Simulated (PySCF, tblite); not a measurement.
**C6H7S radical: geometry, infrared bands and EPR parameters**

Aim: predict the infrared bands and EPR parameters of C6H7S radical (`C=[C]SCC#CC`).

Computed with tblite 0.8.0 and PySCF 2.14.0, with density-fitted response routines of our own, on a single molecule in the gas phase. Atoms count from 0, in the outputs and in this text.

## Step 1: The starting structure

14 atoms, charge 0, multiplicity 2; geometry from: force field or distance geometry start.

Bonds of the start (Å): C0–C1 1.35, C1–S2 1.78, S2–C3 1.80, C3–C4 1.45, C4–C5 1.23, C5–C6 1.46, C0–H7 1.07, C0–H8 1.08, C3–H9 1.12, C3–H10 1.12, C6–H11 1.12, C6–H12 1.12, C6–H13 1.11.

## Step 2: Geometry optimisation with GFN2-xTB

Job settings and geometry (Å):

```
{"job": {"kind": "relax", "xc": "GFN2-xTB", "basis": "xTB"}, "charge": 0, "multiplicity": 2}
C      3.336100     0.539700     0.116600
C      2.177600     0.266700    -0.518700
S      1.491600    -1.351000    -0.225000
C      0.264800    -1.317800     1.092800
C     -0.877900    -0.538900     0.649800
C     -1.833500     0.130200     0.275100
C     -2.981800     0.927700    -0.147100
H      3.759700    -0.205700     0.751000
H      3.857100     1.478000     0.029900
H     -0.091300    -2.358200     1.297200
H      0.720000    -0.869000     2.012800
H     -2.625100     1.892100    -0.583100
H     -3.695400     1.088100     0.706700
H     -3.502500     0.317600    -0.920200
```

Command:

```sh
> OMP_NUM_THREADS=1 python probes_run.py task.json out
```

This one command runs all jobs of the session in turn.

**Question.** This job is followed by: GFN2-xTB harmonic vibrations, gas phase; UKS B3LYP, pcH-1 on C H S, non-relativistic, mean-field spin-orbit, GIAO. Predict these results of the whole session: strongest single infrared mode (GFN2-xTB); zero-point energy (GFN2-xTB); g(iso) (B3LYP); ⟨S²⟩; largest a(iso) (averaged by class); surface potential, 1st and 99th percentile.

**Answer**, as computed:

| quantity | value |
| --- | --- |
| strongest single infrared mode (GFN2-xTB) | 1710 cm⁻¹, 95 km/mol |
| zero-point energy (GFN2-xTB) | 64.2 kcal/mol |
| g(iso) (B3LYP) | 2.00274 |
| ⟨S²⟩ | 0.756 (exact 0.75) |
| largest a(iso) (averaged by class) | 13C on C1, 276.7 MHz |
| surface potential, 1st and 99th percentile | -0.92 V and 1.01 V |

**Reading.** Over 73 steps the energy fell by 0.662 eV; of the close pairs, C1–S2 changed most, 1.782 to 1.666 Å. All 36 modes are real, so the xTB geometry is a minimum. The strongest single mode, at 1710 cm⁻¹, moves mainly C1 and C0. GFN2-xTB is a fitted tight-binding method: band positions and strengths are rough. Its intensities can rank the bands wrongly. C1 carries the largest spin population, 0.78 e. The isotropic g lies 0.4 ppt above the free-electron value.
